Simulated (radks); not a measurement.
# The Coulomb parameter U of the 4f shell of Yb²⁺

The task here is to estimate one member of a computed series from the others.

The numbers are computed with radks (a radial shooting solver on a logarithmic mesh, Libxc functionals) version 1 (Dirac Kohn-Sham, PBEsol, spin-unpolarised, spherical densities, finite nucleus; open shells are shared between the two j in proportion to 2j + 1), except any that are marked as measured or tabulated.

## What is computed

```
element            : ytterbium (Z = 70)
charge             : +2
electrons          : 68
configuration      : [Xe] 4f12 5d2
nuclear rms radius : 5.3108 fm
```

The outer shells:

Yb²⁺
```
[Xe] core
4f [↑↓][↑↓][↑↓][↑↓][↑↓][↑ ][↑ ]
5d [↑ ][↑ ][  ][  ][  ]
```

The first run:

Input:

```text
Z 70
configuration [Xe] 4f12 5d2
relativity Dirac
functional pbe_sol,pbe_sol
spin unpolarised
j_filling average
nucleus finite rms 5.3108 fm
c 137.035999084
```

Among the steps run: Start: [Xe] 4f12 5d2.

One table of the session follows, with a row left open; its other results are not shown here.

It belongs to the step «Start: [Xe] 4f12 5d2». Sizes of the orbitals, from the radial functions (bohr):

```
level     <r>  outermost maximum (interpolated)  90 % within  nodes
4d5/2  0.5612                             0.494        0.843      1
5s1/2   1.175                              1.05         1.69      4
5p1/2   1.307                              1.14         1.91      3
5p3/2   1.410                              1.22         2.07      3
4f5/2  0.6988                             0.474         1.18      0
4f7/2  0.7105                             0.479         1.20      0
5d3/2       ?                                 ?            ?      ?
5d5/2   2.154                              1.69         3.34      2
```

Estimate the missing values for 5d3/2.

As computed: <r>: 2.097; outermost maximum (interpolated): 1.65; 90 % within: 3.26; nodes: 2. In the column «<r>» it lies between 5p3/2 (1.410) and 5d5/2 (2.154).
